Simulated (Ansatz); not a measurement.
# Cl2H2NSi: the cost of one run

All numbers are computed with Ansatz 0.2.0, driven from Python. The levels of theory stand in the script.

## 1. The system

Bond lengths: N1–Si2 1.790 Å, Si2–Cl3 2.063 Å, Si2–Cl4 1.989 Å, N1–H5 0.968 Å, Si2–H6 1.482 Å. Angles: N1–Si2–Cl3 113.9°, N1–Si2–Cl4 109.2°, N1–Si2–H6 108.9°, Cl3–Si2–Cl4 106.5°, Cl3–Si2–H6 108.8°, Cl4–Si2–H6 109.5°, Si2–N1–H5 107.8°.

The script holds or builds the structure itself.

## 2. The script

Input file run_methods.py:

```python
import ansatz as az

GEOMETRY = '''
N     1.34170    0.06080   -0.64180
Si   -0.25440    0.14510    0.16400
Cl   -1.29250    1.88650   -0.21670
Cl   -1.39550   -1.34760   -0.48810
H     1.70300   -0.82400   -0.49070
H    -0.06010    0.01530    1.62700
'''

cl2h2nsi = az.Crystal.molecule()
for line in GEOMETRY.strip().splitlines():
    symbol, *xyz = line.split()
    cl2h2nsi = cl2h2nsi.atom(symbol, [float(v) for v in xyz])

calc = (
    cl2h2nsi.calculation()
    .basis(gaussian='def2-SVP')
    .spin('collinear', total=1)
)

methods = ['mp2', 'ccsd', 'ccsd_t']
reports = [calc.correlation(m).run(threads=1).report for m in methods]
print(f'Hartree-Fock reference {reports[0]["reference_energy_ev"] / 27.211386246:.6f} Ha')
best = reports[-1]['free_energy_ev'] - reports[-1]['reference_energy_ev']
for method, each in zip(methods, reports):
    gained = each['free_energy_ev'] - each['reference_energy_ev']
    print(f'{method:8s} total {each["free_energy_ev"] / 27.211386246:.6f} Ha  correlation {gained:9.4f} eV  ({100 * gained / best:.1f} % of the last)')
```

## 3. The input behind the calls

The engine receives this input (first run):

```yaml
crystal:
  periodic: [false, false, false]
  atoms:
    - { symbol: "N", position_ang: [1.3417, 0.0608, -0.6418] }
    - { symbol: Si, position_ang: [-0.2544, 0.1451, 0.164] }
    - { symbol: Cl, position_ang: [-1.2925, 1.8865, -0.2167] }
    - { symbol: Cl, position_ang: [-1.3955, -1.3476, -0.4881] }
    - { symbol: H, position_ang: [1.703, -0.824, -0.4907] }
    - { symbol: H, position_ang: [-0.0601, 0.0153, 1.627] }
basis:
  gaussian:
    orbitals: def2-SVP
magnetization:
  spin_polarized: true
  initial_magnetization: 1.0
correlation:
  method: mp2
```

## 4. The run

On the command line:

```sh
$ python run_methods.py
```

What time and memory should one allow on 1 thread of Arm Neoverse V1, shared host?

About 39 s, with a peak of 0.41 GiB.
